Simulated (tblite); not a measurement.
# C5H13FGaN: the cost of one run

Computed with tblite 0.8.0 and PySCF 2.14.0, with density-fitted response routines of our own, on a single molecule in the gas phase. Atoms are numbered from 0 throughout.

### 1 The molecule as given

21 atoms, charge 0, multiplicity 1; geometry from: force field or distance geometry start.

Bonds of the start (Å): C0–N1 1.49, N1–Ga2 1.75, Ga2–F3 1.94, N1–C4 1.45, C4–C5 1.51, C4–C6 1.51, C4–C7 1.51, C0–H8 1.13, C0–H9 1.10, C0–H10 1.11, Ga2–H11 1.68, C5–H12 1.11, C5–H13 1.12, C5–H14 1.11, C6–H15 1.11, C6–H16 1.12, C6–H17 1.11, C7–H18 1.09, C7–H19 1.11, C7–H20 1.13.

### 2 Optimising the geometry with GFN2-xTB

The job: settings as JSON, then the geometry in Å.

```
{"job": {"kind": "relax", "xc": "GFN2-xTB", "basis": "xTB"}, "charge": 0, "multiplicity": 1}
C      1.540100    -0.581900     0.663700
N      0.787400    -0.076900    -0.513400
Ga     1.932500     0.950400    -1.344200
F      2.352200     2.275400     0.006300
C     -0.605300    -0.032700    -0.119600
C     -0.990900    -1.452800     0.233200
C     -0.851000     0.945300     0.998700
C     -1.502200     0.351900    -1.270500
H      1.393400    -1.692300     0.769200
H      2.615200    -0.395800     0.520400
H      1.197600    -0.095800     1.597600
H      3.494400     0.349200    -1.222600
H     -2.084700    -1.564700     0.087300
H     -0.482300    -2.100800    -0.532300
H     -0.663000    -1.704600     1.267100
H     -0.716600     0.490900     2.006400
H     -1.902300     1.319700     0.990200
H     -0.134200     1.788600     0.895000
H     -1.063600     0.207100    -2.259800
H     -1.919500     1.363000    -1.094000
H     -2.405900    -0.326000    -1.215300
```

On the command line:

```console
> OMP_NUM_THREADS=1 python probes_run.py task.json out
```

This one command runs all jobs of the session in turn.

Q: Estimate the wall time of this first job on 1 thread of Arm Neoverse N1, shared host.

About 2.9 s.
